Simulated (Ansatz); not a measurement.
Consider a scan of the energy under strain of Ni, space group P6_3/mmc (the Ansatz DFT code, driven from Python).

Script `strain_ni.py`:
```python
"""A shear strain scan of Ni."""

import warnings

import ansatz
import numpy as np

params = {
    "xc": "pbesol",
    "occupations": "Fermi-Dirac",
    "scf_tol": 1e-10,
    "cutoff_ev": 520,
    "kgrid": (16, 16, 9),
}

vectors0 = np.array([
    [2.44802, 0.0, 0.0],
    [-1.22401, 2.12005, 0.0],
    [0.0, 0.0, 4.07281],
])
sites = [
    ("Ni", (1 / 3, 2 / 3, 0.25), 1.5),
    ("Ni", (2 / 3, 1 / 3, 0.75), -1.5),
]


def on_lattice(cell):
    crystal = ansatz.Crystal(lattice=ansatz.Lattice.of(cell))
    for symbol, position, moment in sites:
        crystal = crystal.atom(symbol, position, moment=moment or None)
    return crystal

warnings.simplefilter("ignore", ansatz.DeckWarning)

# clamped ions: the fractional positions stay as typed
values = np.linspace(-0.05, 0.05, 5)
energies = []
for d in values:
    strain = np.array([[0, d / 2, 0], [d / 2, 0, 0], [0, 0, 0]])
    cell = vectors0 @ (np.eye(3) + strain)
    model = (
        on_lattice(cell).calculation()
        .functional(params["xc"])
        .occupations(params["occupations"], width=50 * ansatz.meV)
        .spin(ansatz.SpinTreatment.COLLINEAR)  # two spin channels
        .scf(tolerance=params["scf_tol"])
        .basis(params["cutoff_ev"])
        .kpoints(*params["kgrid"])  # the mesh must be finer for metals
    )
    summary = model.run(threads=1, backend="cpu").report
    energies.append(summary["free_energy_ev"] / len(sites))
    print(f"d = {d:+.4f}  F = {energies[-1]:.5f} eV/atom")
energies = np.array(energies)

for value, e in zip(values, energies):
    print(f"strain {value:7.3f}   E - Emin = {1000 * (e - energies.min()):9.3f} meV/atom")
curvature = 2 * np.polyfit(values, energies, 3)[1]
volume = abs(np.linalg.det(vectors0)) / len(sites)
print(f"d2E/dd2 over the volume: {curvature / volume * 160.21766:.1f} GPa")
```

How much energy does this shear strain cost, and what curvature follows?

Against the unstrained cell the energy per atom changes by +9.25 meV at one end of the scan and +9.25 meV at the other, and its second derivative over the volume is 112.2 GPa.

The output:

```console
$ python strain_ni.py
RunWarning: the starting moments were not kept: 1 of 2 ended reversed and 1 kept their direction, counting a site from 0.1 of the cell's largest site moment. The largest reversed, site 0 (counted from 0, in the order of the report's site_moments_mub), started [...]
d = -0.0500  F = -5804.94321 eV/atom
d = -0.0250  F = -5804.95016 eV/atom
d = +0.0000  F = -5804.95246 eV/atom
d = +0.0250  F = -5804.95016 eV/atom
d = +0.0500  F = -5804.94321 eV/atom
strain  -0.050   E - Emin =     9.248 meV/atom
strain  -0.025   E - Emin =     2.303 meV/atom
strain   0.000   E - Emin =     0.000 meV/atom
strain   0.025   E - Emin =     2.303 meV/atom
strain   0.050   E - Emin =     9.248 meV/atom
d2E/dd2 over the volume: 112.2 GPa
```
(Warnings from the package without file and line, shortened, repeats left out.)

Reading the output:
- Total energies depend on the potentials; only differences at equal settings carry meaning.
- The SCF didn't keep the moments it started from (some shrank, vanished or turned); what is printed is the state reached.
- The curvature belongs to this strain pattern and to the cell's stress; it equals a single elastic constant only for simple patterns.
- In a metal a curvature from energy changes of a few meV or less hangs on mesh and smearing, in size and even in sign.
- This isn't the structure that Ni takes at ambient conditions.
- The ions keep their fractional positions (clamped ions).
- The script silences the warnings on its input, which a real study should read.
- Wall time of the script: 14 min on 1 thread of Arm Neoverse V1 (shared host), peak memory 1.1 GiB.
